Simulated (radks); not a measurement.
# Taking charge from the 3s level of Zn³⁺ in fractions

One table from this session's results is given with a row withheld; the runs are named, their logs left out.

Method: non-relativistic Kohn-Sham, PBE, spin-polarised, spherical densities, point nucleus; open shells are filled with parallel spins first. Code: radks (a radial shooting solver on a logarithmic mesh, Libxc functionals) version 1.

## The system

| Quantity | Value |
| --- | --- |
| element | zinc (Z = 30) |
| charge | +3 |
| electrons | 27 |
| configuration | [Ne] 3s(up 1, down 1) 3p6 3d9 |

A shell typed twice in an input gives spin up, then spin down.

The first run:

The run's settings:

```text
Z 30
configuration [Ne] 3s1 3s1 3p6 3d9
relativity non-relativistic
functional pbe,pbe
spin polarised
nucleus point
```

Steps of the session up to this table: Start: [Ne] 3s(up 1, down 1) 3p6 3d9.

One table of the session follows, with a row left open; its other results are not shown here.

It belongs to the step «Start: [Ne] 3s(up 1, down 1) 3p6 3d9». Sizes of the orbitals, from the radial functions (bohr):

```
  level     <r>  outermost maximum (interpolated)  90 % within  nodes
  2p up  0.1997                             0.154        0.326      0
2p down  0.1997                             0.153        0.326      0
  3s up  0.6874                             0.596         1.03      2
3s down       ?                                 ?            ?      ?
  3p up  0.7102                             0.594         1.09      1
3p down  0.7113                             0.595         1.10      1
  3d up  0.8138                             0.557         1.38      0
3d down  0.8200                             0.559         1.40      0
```

Q: Estimate the row for 3s down from the others.

**Answer.** <r>: 0.6882; outermost maximum (interpolated): 0.596; 90 % within: 1.03; nodes: 2. In the column «<r>» it lies between 3s up (0.6874) and 3p up (0.7102).
